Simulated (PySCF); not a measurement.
# C4H12GeSi: runs on many settings

Aim: see how C4H12GeSi (`C[C@@H]1C[C@@H]1[SiH2][GeH3]`) answers to the choice of functional, basis, grid and SCF options, and what happens with inputs that are wrong on purpose.

The runs use PySCF 2.14.0, with density-fitted response routines of our own; the level of theory stands in each step. All values are computed, except where a source is named. Atoms count from 0, in the outputs and in this text.

## (1) The starting structure

18 atoms, charge 0, multiplicity 1; geometry from: GFN2-xTB.

Bonds of the start (Å): C0–C1 1.51, C1–C2 1.49, C2–C3 1.51, C3–Si4 1.88, Si4–Ge5 2.34, C3–C1 1.51, C0–H6 1.09, C0–H7 1.09, C0–H8 1.09, C1–H9 1.09, C2–H10 1.08, C2–H11 1.08, C3–H12 1.09, Si4–H13 1.47, Si4–H14 1.47, Ge5–H15 1.50, Ge5–H16 1.50, Ge5–H17 1.50.

## (2) Shielding tensors: PBE0/pcSseg-1

Job settings and geometry (Å):

```
{"job": {"kind": "nmr", "xc": "PBE0", "basis": "pcSseg-1"}, "charge": 0, "multiplicity": 1}
C     -1.024331    -0.384613    -1.299287
C     -1.313032    -0.796530     0.120552
C     -1.923099     0.173702     1.077481
C     -0.491934    -0.257041     1.261121
Si     0.929340     0.947973     0.981303
Ge     2.523952     0.060961    -0.482249
H     -1.883893    -0.590800    -1.936004
H     -0.802394     0.679081    -1.355635
H     -0.170197    -0.937306    -1.693707
H     -1.632985    -1.830173     0.205706
H     -2.105825     1.179016     0.728114
H     -2.664091    -0.176809     1.781267
H     -0.329689    -0.956383     2.074895
H      1.536574     1.221023     2.290140
H      0.422762     2.224392     0.458405
H      2.439121     0.518045    -1.911685
H      3.949438     0.367326    -0.121744
H      2.531524    -1.435547    -0.616988
```

With the program's defaults for keys left out, this is: GIAO PBE0/pcSseg-1 NMR shielding, non-relativistic, gas phase.

Run with:

```
OMP_NUM_THREADS=1 python probes_run.py task.json out
```

This one command runs all jobs of the session in turn.

Output:

```text
coarse grid: 64216 points
cycle   1  E = -2525.2099215961  dE = -1.467e-01  |g| = 8.826e-01  |ddm| = 3.802e+00
cycle   2  E = -2525.1875702396  dE =  2.235e-02  |g| = 8.793e-01  |ddm| = 9.474e-01
cycle   3  E = -2525.2741501188  dE = -8.658e-02  |g| = 9.494e-02  |ddm| = 6.425e-01
cycle   4  E = -2525.2757615018  dE = -1.611e-03  |g| = 3.280e-02  |ddm| = 1.206e-01
cycle   5  E = -2525.2760176045  dE = -2.561e-04  |g| = 5.527e-03  |ddm| = 3.584e-02
cycle   6  E = -2525.2760238720  dE = -6.268e-06  |g| = 1.273e-03  |ddm| = 6.768e-03
final grid: 134264 points
cycle   7  E = -2525.2759727770  dE =  3.481e-08  |g| = 1.541e-03  |ddm| = 3.635e-03
cycle   8  E = -2525.2759724622  dE =  3.148e-07  |g| = 1.994e-03  |ddm| = 3.332e-03
cycle   9  E = -2525.2759733213  dE = -8.591e-07  |g| = 1.145e-04  |ddm| = 1.756e-03
cycle  10  E = -2525.2759733250  dE = -3.707e-09  |g| = 2.598e-05  |ddm| = 1.796e-04
cycle  11  E = -2525.2759733251  dE = -9.459e-11  |g| = 3.306e-06  |ddm| = 2.196e-05
converged SCF energy = -2525.2759733251

GIAO shielding tensors (ppm)
atom      isotropic    diamagn.    paramagn.     s11        s22        s33       span
  0 C      165.925     248.642     -82.717    151.379    161.893    184.502     33.123
  1 C      173.973     249.753     -75.779    144.615    165.511    211.793     67.178
  2 C      170.121     254.533     -84.412    144.229    162.321    203.813     59.584
  3 C      187.069     254.516     -67.447    157.899    180.108    223.201     65.301
  4 Si     412.576     879.782    -467.206    365.183    406.786    465.760    100.578
  5 Ge    1709.739    2757.931   -1048.192   1675.074   1700.636   1753.507     78.433
  6 H       30.009      29.011       0.998     24.867     27.308     37.852     12.985
  7 H       31.560      31.774      -0.214     27.779     30.729     36.174      8.395
  8 H       30.081      31.976      -1.895     24.496     30.049     35.699     11.202
  9 H       30.659      31.595      -0.936     23.698     27.510     40.769     17.071
 10 H       31.686      32.031      -0.345     25.706     30.073     39.280     13.575
 11 H       30.718      31.028      -0.310     24.821     26.221     41.112     16.291
 12 H       31.772      31.892      -0.120     24.389     28.154     42.772     18.383
 13 H       27.300      28.476      -1.176     22.906     25.674     33.320     10.414
 14 H       27.895      28.957      -1.062     23.782     26.685     33.219      9.438
 15 H       28.547      29.896      -1.350     21.726     23.818     40.096     18.369
 16 H       28.615      29.163      -0.547     21.641     22.503     41.702     20.061
 17 H       28.552      30.501      -1.949     21.704     24.178     39.775     18.072
```

Wall time 38 s (1 thread of Intel Xeon Platinum 8488C, shared host); peak memory 0.84 GiB.

Shifts follow as δ = σ(reference) − σ, with reference shieldings (ppm) from runs at the same level and on the same kind of geometry: 1H TMS 31.72, 13C TMS 186.9, 29Si TMS 349.2, 73Ge GeMe4 1331. The references are single molecules in the gas phase. Atoms listed in one row are averaged.

```
        atoms                               environment  σ (ppm)  δ (ppm)
           C0                             methyl carbon    165.9     21.0
           C2                three-membered-ring carbon    170.1     16.8
           C1                three-membered-ring carbon    174.0     13.0
           C3                three-membered-ring carbon    187.1     -0.1
          H13     hydrogen on a silicon bonded to C, Ge    27.30     4.42
          H14     hydrogen on a silicon bonded to C, Ge    27.90     3.82
H15, H16, H17      hydrogen on a germanium bonded to Si    28.57     3.15
   H6, H7, H8               hydrogen on a methyl carbon    30.55     1.17
           H9  hydrogen on a three-membered-ring carbon    30.66     1.06
          H11  hydrogen on a three-membered-ring carbon    30.72     1.00
          H10  hydrogen on a three-membered-ring carbon    31.69     0.03
          H12  hydrogen on a three-membered-ring carbon    31.77    -0.05
          Si4              silicon bonded to C, Ge, 2 H    412.6    -63.4
          Ge5               germanium bonded to Si, 3 H     1710     -379
```

The run also stored atomic charges by several schemes (e):

```
atoms  Mulliken    IAO  Hirshfeld  ESP fit
   C0     -0.22  -0.42      -0.11    -0.47
   C1     -0.28  -0.11      -0.03     0.07
   C2     -0.14  -0.28      -0.09    -0.35
   C3     -0.49  -0.42      -0.13    -0.24
  Si4      0.54   0.49       0.26     0.27
  Ge5     -0.21   0.15       0.19     0.05
```

Mayer bond orders: C0–C1 1.05, C1–C2 0.94, C2–C3 0.94, C3–Si4 0.87, Si4–Ge5 0.88, C3–C1 0.93.

Ring of atoms C1, C2, C3: NICS(0) -45.2, NICS(1) -8.5, NICS(1)zz -22.5 ppm (means of both faces).

In rings of three or four atoms NICS is ruled by the nearby σ bonds, so it says little on aromaticity.

## (3) Excited states and response: PBE0/def2-SVPD

Same as in step 2 but for these lines:

```diff
@@ -1,2 +1,2 @@
-{"job": {"kind": "nmr", "xc": "PBE0", "basis": "pcSseg-1"}, "charge": 0, "multiplicity": 1}
+{"job": {"kind": "uv", "xc": "PBE0", "basis": "def2-SVPD", "nstates": 6, "ntriplets": 2}, "charge": 0, "multiplicity": 1}
 C     -1.024331    -0.384613    -1.299287
```

With the program's defaults for keys left out, this is: TDDFT PBE0/def2-SVPD, vertical, gas phase, core orbitals frozen in the response.

Output:

```text
coarse grid: 64216 points
cycle   1  E = -2525.0325883697  dE = -1.214e-01  |g| = 4.670e-01  |ddm| = 5.867e+00
cycle   2  E = -2525.0197096759  dE =  1.288e-02  |g| = 5.269e-01  |ddm| = 1.207e+00
cycle   3  E = -2525.0733275932  dE = -5.362e-02  |g| = 4.745e-02  |ddm| = 7.009e-01
cycle   4  E = -2525.0738323028  dE = -5.047e-04  |g| = 2.204e-02  |ddm| = 1.323e-01
cycle   5  E = -2525.0739442520  dE = -1.119e-04  |g| = 3.836e-03  |ddm| = 4.017e-02
cycle   6  E = -2525.0739478080  dE = -3.556e-06  |g| = 1.100e-03  |ddm| = 1.114e-02
final grid: 134264 points
cycle   7  E = -2525.0738838153  dE = -6.829e-09  |g| = 1.376e-03  |ddm| = 1.391e-02
cycle   8  E = -2525.0738834828  dE =  3.324e-07  |g| = 1.798e-03  |ddm| = 5.974e-03
cycle   9  E = -2525.0738843031  dE = -8.203e-07  |g| = 9.152e-05  |ddm| = 3.356e-03
cycle  10  E = -2525.0738843057  dE = -2.580e-09  |g| = 1.384e-05  |ddm| = 2.342e-04
cycle  11  E = -2525.0738843057  dE = -3.001e-11  |g| = 6.017e-06  |ddm| = 3.331e-05
converged SCF energy = -2525.0738843057

Static polarisability (au): isotropic 105.470, principal 89.118 104.231 123.061

Singlet excitations
state   eV       nm        f      main configurations
  1   6.8680    180.5   0.01897   H->L 0.84
  2   7.0722    175.3   0.04493   H->L+1 0.55, H->L+2 0.20, H-1->L 0.18
  3   7.1314    173.9   0.00711   H-1->L 0.65, H->L+1 0.17, H->L 0.09
  4   7.2461    171.1   0.00755   H-1->L+1 0.65, H-1->L+2 0.14, H->L+2 0.12
  5   7.2858    170.2   0.11113   H->L+2 0.62, H->L+1 0.13, H-1->L+1 0.10
  6   7.3966    167.6   0.00044   H-1->L+2 0.76, H-1->L+1 0.15

Triplet excitations (Tamm-Dancoff, eV): 6.2436 6.4060
```

Wall time 53 s (1 thread of Intel Xeon Platinum 8488C, shared host); peak memory 1 GiB.

Frontier orbitals and where they lie:

```
orbital     eV                         atoms
 HOMO−3  -9.06  Ge5 26 %, H17 20 %, Si4 13 %
 HOMO−2  -8.93    C3 22 %, Si4 15 %, C2 10 %
 HOMO−1  -8.01     C1 29 %, C3 19 %, C2 16 %
   HOMO  -7.87   Ge5 22 %, Si4 18 %, C3 17 %
   LUMO   0.18  Si4 29 %, Ge5 29 %, H17 11 %
 LUMO+1   0.27  Ge5 37 %, Si4 21 %, H15 14 %
 LUMO+2   0.48  Ge5 21 %, Si4 18 %, H16 10 %
```

With each of the 6 states as a Gaussian band of 0.4 eV half-width at 1/e, the curve within the window shown has maxima at 172 nm (ε 6,900) L/(mol cm). Beyond the last state computed it falls off for lack of states. The curve at chosen wavelengths:

| nm | ε (L/mol/cm) |
| --- | --- |
| 161 | 1872 |
| 162 | 2393 |
| 164 | 3590 |
| 165 | 4224 |
| 167 | 5428 |
| 168 | 5942 |
| 170 | 6672 |
| 171 | 6860 |
| 173 | 6860 |
| 174 | 6685 |
| 175 | 6411 |
| 177 | 5638 |
| 178 | 5179 |
| 180 | 4207 |
| 181 | 3726 |
| 183 | 2828 |
| 184 | 2426 |
| 185 | 2061 |
| 187 | 1447 |
| 188 | 1196 |
| 190 | 797 |
| 191 | 643 |
| 193 | 408 |
| 194 | 321 |
| 196 | 194 |
| 197 | 149 |

Further results of this job:

```
           property  computed
  dipole moment (D)      1.40
polarisability (Å³)     15.63
 HOMO–LUMO gap (eV)      8.05
      −ε(HOMO) (eV)      7.87
```

## (4) Nuclear shieldings: HF/def2-SVPD

Same as in step 3 but for these lines:

```diff
@@ -1,2 +1,2 @@
-{"job": {"kind": "uv", "xc": "PBE0", "basis": "def2-SVPD", "nstates": 6, "ntriplets": 2}, "charge": 0, "multiplicity": 1}
+{"job": {"kind": "nmr", "xc": "HF", "basis": "def2-SVPD", "pop": true, "scf": {"aux": "def2-universal-jkfit"}}, "charge": 0, "multiplicity": 1}
 C     -1.024331    -0.384613    -1.299287
```

Method: GIAO HF/def2-SVPD NMR shielding, non-relativistic, gas phase.

Output:

```text
final grid: 134264 points
cycle   1  E = -2522.1845647985  dE =  4.149e-01  |g| = 4.211e-01  |ddm| = 5.495e+00
cycle   2  E = -2522.2529061892  dE = -6.834e-02  |g| = 1.470e-01  |ddm| = 1.046e+00
cycle   3  E = -2522.2589705798  dE = -6.064e-03  |g| = 6.930e-02  |ddm| = 4.480e-01
cycle   4  E = -2522.2599959099  dE = -1.025e-03  |g| = 7.003e-03  |ddm| = 1.468e-01
cycle   5  E = -2522.2600224646  dE = -2.655e-05  |g| = 1.991e-03  |ddm| = 3.097e-02
cycle   6  E = -2522.2600252719  dE = -2.807e-06  |g| = 6.058e-04  |ddm| = 9.587e-03
cycle   7  E = -2522.2600254713  dE = -1.994e-07  |g| = 1.858e-04  |ddm| = 2.532e-03
cycle   8  E = -2522.2600254931  dE = -2.186e-08  |g| = 5.078e-05  |ddm| = 8.929e-04
cycle   9  E = -2522.2600254947  dE = -1.583e-09  |g| = 1.706e-05  |ddm| = 2.418e-04
cycle  10  E = -2522.2600254949  dE = -1.901e-10  |g| = 5.448e-06  |ddm| = 8.235e-05
converged SCF energy = -2522.2600254949

GIAO shielding tensors (ppm)
atom      isotropic    diamagn.    paramagn.     s11        s22        s33       span
  0 C      182.086     253.896     -71.810    171.371    179.136    195.750     24.379
  1 C      193.764     229.154     -35.389    166.369    184.853    230.070     63.701
  2 C      190.080     227.294     -37.214    165.593    182.100    222.548     56.955
  3 C      207.670     232.490     -24.820    180.009    200.003    242.998     62.989
  4 Si     500.545     876.126    -375.581    467.364    491.757    542.514     75.150
  5 Ge    1870.460    2755.435    -884.974   1846.931   1863.284   1901.166     54.235
  6 H       30.728      23.113       7.615     25.405     27.951     38.829     13.423
  7 H       32.203      30.952       1.251     28.288     31.050     37.272      8.984
  8 H       30.844      32.045      -1.201     25.180     30.574     36.777     11.597
  9 H       31.496      36.363      -4.867     24.404     27.849     42.235     17.831
 10 H       32.320      30.656       1.664     26.106     30.052     40.803     14.697
 11 H       31.516      35.317      -3.801     25.431     26.565     42.551     17.120
 12 H       32.776      34.034      -1.258     25.223     28.568     44.537     19.314
 13 H       28.129      29.595      -1.466     23.838     26.364     34.185     10.347
 14 H       28.649      30.680      -2.031     24.603     27.296     34.047      9.444
 15 H       29.180      29.729      -0.550     22.311     24.465     40.763     18.451
 16 H       29.260      29.880      -0.620     22.327     23.176     42.277     19.950
 17 H       29.146      30.564      -1.418     22.261     24.834     40.344     18.082
```

Run time: 22 s. Hardware: 1 thread of Intel Xeon Platinum 8488C, shared host; peak memory 0.93 GiB.

Key values: δ C0 17.2, C2 9.2, C1 5.5, C3 -8.4, H13 4.24, H14 3.72 ppm.

## (5) J couplings: PBE0/ANO-RCC-VDZP

Same as in step 4 but for these lines:

```diff
@@ -1,2 +1,2 @@
-{"job": {"kind": "nmr", "xc": "HF", "basis": "def2-SVPD", "pop": true, "scf": {"aux": "def2-universal-jkfit"}}, "charge": 0, "multiplicity": 1}
+{"job": {"kind": "j", "xc": "PBE0", "basis": "ANO-RCC-VDZP", "scf": {"guess": "1e", "max_cycle": 93}}, "charge": 0, "multiplicity": 1}
 C     -1.024331    -0.384613    -1.299287
```

With the program's defaults for keys left out, this is: PBE0/ANO-RCC-VDZP indirect spin-spin coupling, non-relativistic, gas phase.

ANO-RCC is contracted for a relativistic Hamiltonian, so without one its core functions misfit and properties at heavier nuclei are off.

Output:

```text
final grid: 134264 points
cycle   1  E = -1953.6318026199  dE =  4.226e+02  |g| = 2.183e+01  |ddm| = 6.892e+01
cycle   2  E = -2163.5760291775  dE = -2.099e+02  |g| = 8.571e+00  |ddm| = 1.122e+02
cycle   3  E = -1894.5084599279  dE =  2.691e+02  |g| = 2.487e+01  |ddm| = 1.301e+02
cycle   4  E = -2036.0124141747  dE = -1.415e+02  |g| = 2.104e+01  |ddm| = 3.970e+01
cycle   5  E = -2011.7712308733  dE =  2.424e+01  |g| = 2.196e+01  |ddm| = 1.238e+01
cycle   6  E = -2011.5459366069  dE =  2.253e-01  |g| = 2.197e+01  |ddm| = 4.363e-01
cycle   7  E = -2011.4946641137  dE =  5.127e-02  |g| = 2.197e+01  |ddm| = 9.009e-01
cycle   8  E = -2011.3976587428  dE =  9.701e-02  |g| = 2.198e+01  |ddm| = 5.217e-01
cycle   9  E = -2011.3871984606  dE =  1.046e-02  |g| = 2.198e+01  |ddm| = 7.820e-02
cycle  10  E = -1926.0628259294  dE =  8.532e+01  |g| = 2.335e+01  |ddm| = 1.632e+01
[... 73 cycles left out ...]
cycle  84  E = -2017.5919652459  dE =  5.536e+01  |g| = 2.122e+01  |ddm| = 1.227e+02
cycle  85  E = -2017.4462509111  dE =  1.457e-01  |g| = 2.123e+01  |ddm| = 1.134e+00
cycle  86  E = -2017.6007864584  dE = -1.545e-01  |g| = 2.122e+01  |ddm| = 9.218e-01
cycle  87  E = -2017.7009538129  dE = -1.002e-01  |g| = 2.121e+01  |ddm| = 4.292e-01
cycle  88  E = -2017.4853378429  dE =  2.156e-01  |g| = 2.123e+01  |ddm| = 7.277e-01
cycle  89  E = -2017.6177074217  dE = -1.324e-01  |g| = 2.122e+01  |ddm| = 2.228e-01
cycle  90  E = -2017.5708394690  dE =  4.687e-02  |g| = 2.123e+01  |ddm| = 7.494e-02
cycle  91  E = -2017.6664229719  dE = -9.558e-02  |g| = 2.122e+01  |ddm| = 2.220e-01
cycle  92  E = -2072.9592041564  dE = -5.529e+01  |g| = 7.584e+00  |ddm| = 1.227e+02
cycle  93  E = -2018.5563204351  dE =  5.440e+01  |g| = 2.119e+01  |ddm| = 1.225e+02
SCF not converged, last energy = -2018.5563204351
```

Wall time 3.3 min (1 thread of Intel Xeon Platinum 8488C, shared host); peak memory 0.76 GiB.

Diagnosis: After 93 cycles the gradient is still 2.1e+01, from the 1e guess. Cure: go back to the standard guess, DIIS and geometry, then add damping if needed. Numbers printed on the way are no properties of the molecule.

## (6) NMR shieldings: B3LYP/pcSseg-1

Same as in step 5 but for these lines:

```diff
@@ -1,2 +1,2 @@
-{"job": {"kind": "j", "xc": "PBE0", "basis": "ANO-RCC-VDZP", "scf": {"guess": "1e", "max_cycle": 93}}, "charge": 0, "multiplicity": 1}
+{"job": {"kind": "nmr", "xc": "B3LYP", "basis": "pcSseg-1", "pop": false, "scf": {"guess": "sap"}}, "charge": 0, "multiplicity": 1}
 C     -1.024331    -0.384613    -1.299287
```

Level: GIAO B3LYP/pcSseg-1 NMR shielding, non-relativistic, gas phase.

Output:

```text
final grid: 134264 points
cycle   1  E = -2409.8521804024  dE =  1.034e+02  |g| = 9.863e+00  |ddm| = 1.364e+02
cycle   2  E = -2019.1016065192  dE =  3.908e+02  |g| = 2.595e+01  |ddm| = 1.392e+02
cycle   3  E = -2167.5610975001  dE = -1.485e+02  |g| = 1.914e+01  |ddm| = 2.277e+01
cycle   4  E = -2345.6829231957  dE = -1.781e+02  |g| = 1.609e+01  |ddm| = 1.615e+01
cycle   5  E = -2360.9282993991  dE = -1.525e+01  |g| = 1.485e+01  |ddm| = 1.006e+01
cycle   6  E = -2482.6092301260  dE = -1.217e+02  |g| = 1.042e+01  |ddm| = 1.121e+01
cycle   7  E = -2409.0408352052  dE =  7.357e+01  |g| = 1.302e+01  |ddm| = 3.958e+01
cycle   8  E = -2522.2583029999  dE = -1.132e+02  |g| = 4.623e+00  |ddm| = 4.358e+01
cycle   9  E = -2505.8072582334  dE =  1.645e+01  |g| = 6.017e+00  |ddm| = 1.576e+01
cycle  10  E = -2519.3766753361  dE = -1.357e+01  |g| = 4.007e+00  |ddm| = 1.255e+01
cycle  11  E = -2525.3599712717  dE = -5.983e+00  |g| = 1.874e+00  |ddm| = 1.016e+01
cycle  12  E = -2525.1576024229  dE =  2.024e-01  |g| = 1.653e+00  |ddm| = 2.878e+00
cycle  13  E = -2525.8253182957  dE = -6.677e-01  |g| = 7.052e-01  |ddm| = 2.278e+00
cycle  14  E = -2525.9134324263  dE = -8.811e-02  |g| = 3.500e-01  |ddm| = 9.249e-01
cycle  15  E = -2525.9367987181  dE = -2.337e-02  |g| = 9.618e-02  |ddm| = 3.057e-01
cycle  16  E = -2525.9386451298  dE = -1.846e-03  |g| = 1.908e-02  |ddm| = 1.224e-01
cycle  17  E = -2525.9387265629  dE = -8.143e-05  |g| = 6.241e-03  |ddm| = 3.149e-02
cycle  18  E = -2525.9387370022  dE = -1.044e-05  |g| = 1.669e-03  |ddm| = 9.078e-03
cycle  19  E = -2525.9387376497  dE = -6.475e-07  |g| = 4.318e-04  |ddm| = 1.821e-03
cycle  20  E = -2525.9387377000  dE = -5.029e-08  |g| = 1.290e-04  |ddm| = 6.148e-04
cycle  21  E = -2525.9387377043  dE = -4.290e-09  |g| = 3.556e-05  |ddm| = 1.621e-04
cycle  22  E = -2525.9387377045  dE = -2.574e-10  |g| = 1.508e-05  |ddm| = 4.764e-05
converged SCF energy = -2525.9387377045

GIAO shielding tensors (ppm)
atom      isotropic    diamagn.    paramagn.     s11        s22        s33       span
  0 C      160.248     248.032     -87.784    145.597    155.857    179.291     33.694
  1 C      168.162     249.673     -81.510    138.032    158.964    207.490     69.458
  2 C      164.873     253.779     -88.906    138.670    156.644    199.305     60.636
  3 C      181.169     254.275     -73.107    151.229    173.654    218.623     67.395
  4 Si     395.589     879.877    -484.288    347.410    390.302    449.055    101.645
  5 Ge    1676.375    2757.159   -1080.785   1640.984   1664.525   1723.616     82.632
  6 H       30.104      29.030       1.073     25.163     27.548     37.600     12.436
  7 H       31.640      32.434      -0.794     28.020     30.849     36.051      8.032
  8 H       30.162      32.366      -2.204     24.747     30.207     35.533     10.785
  9 H       30.773      31.630      -0.857     24.003     27.834     40.481     16.478
 10 H       31.812      32.327      -0.515     26.000     30.346     39.088     13.088
 11 H       30.843      30.758       0.085     25.097     26.577     40.854     15.757
 12 H       31.898      31.975      -0.077     24.775     28.490     42.428     17.653
 13 H       27.476      28.683      -1.207     23.192     25.917     33.319     10.127
 14 H       28.070      29.511      -1.441     24.097     26.905     33.206      9.109
 15 H       28.709      30.200      -1.491     21.987     24.041     40.098     18.111
 16 H       28.773      29.269      -0.497     21.898     22.739     41.680     19.782
 17 H       28.708      30.790      -2.082     21.966     24.387     39.771     17.805
```

Run time: 71 s. Hardware: 1 thread of Intel Xeon Platinum 8488C, shared host; peak memory 0.86 GiB.

This run: δ C0 21.7, C2 17.0, C1 13.8, C3 0.7, H13 4.35, H14 3.76 ppm.

## (7) Run by run: NMR shifts

Shifts (ppm) of some atoms, chosen among heavy atoms and hydrogens apart, with basis size and wall time:

```
           run    C0    C2    C1    C3    H9    H12    Si4  functions  time
 PBE0/pcSseg-1  21.0  16.8  13.0  -0.1  1.06  -0.05  -63.4        193  38 s
  HF/def2-SVPD  17.2   9.2   5.5  -8.4  0.87  -0.40  -70.6        238  22 s
B3LYP/pcSseg-1  21.7  17.0  13.8   0.7  1.06  -0.07  -61.1        193  71 s
```

## (8) What came out

| quantity | value |
| --- | --- |
| 13C shifts against TMS (PBE0/pcSseg-1) | 21.0, 16.8, 13.0, -0.1 ppm |
| 1H shifts against TMS (PBE0/pcSseg-1, means over atoms taken as alike) | 4.42, 3.82, 3.15, 1.17, 1.06, 1.00, 0.03, -0.05 ppm |
| 29Si shifts against TMS (PBE0/pcSseg-1) | -63.4 ppm |
| 73Ge shifts against GeMe4 (PBE0/pcSseg-1) | -379 ppm |
| lowest singlet (PBE0/def2-SVPD) | 6.87 eV (181 nm), f = 0.019 |
| brightest single state of those computed | state 5, 7.29 eV, f = 0.111 |
| lowest triplet | 6.24 eV |
| range of the shift of Si4 | -70.6 to -61.1 ppm |
| property runs in this session | 5, of which 1 failed and 0 gave unsound results |

In words: Single values in the summary come from the first run of each kind that ended normally (PBE0/pcSseg-1; PBE0/def2-SVPD), which need not be the best level. At PBE0/pcSseg-1: The largest span, 101 ppm, is at Si4, where the paramagnetic term is -467 ppm. The lowest singlet, at 6.87 eV, is HOMO→LUMO 0.84 and is weak; of the 6 states computed, the strongest absorption comes from state 5 at 7.29 eV. The lowest triplet lies 0.62 eV below the lowest singlet (triplets in Tamm-Dancoff, singlets in full TDDFT). Among the atoms with a shift in every run: In ppm, Si4 moves most: its shift spreads over 9.4 ppm, from -70.6 (HF/def2-SVPD) to -61.1 (B3LYP/pcSseg-1). Spin-orbit coupling is left out, which matters for shieldings and couplings at and beside the heavy atoms.
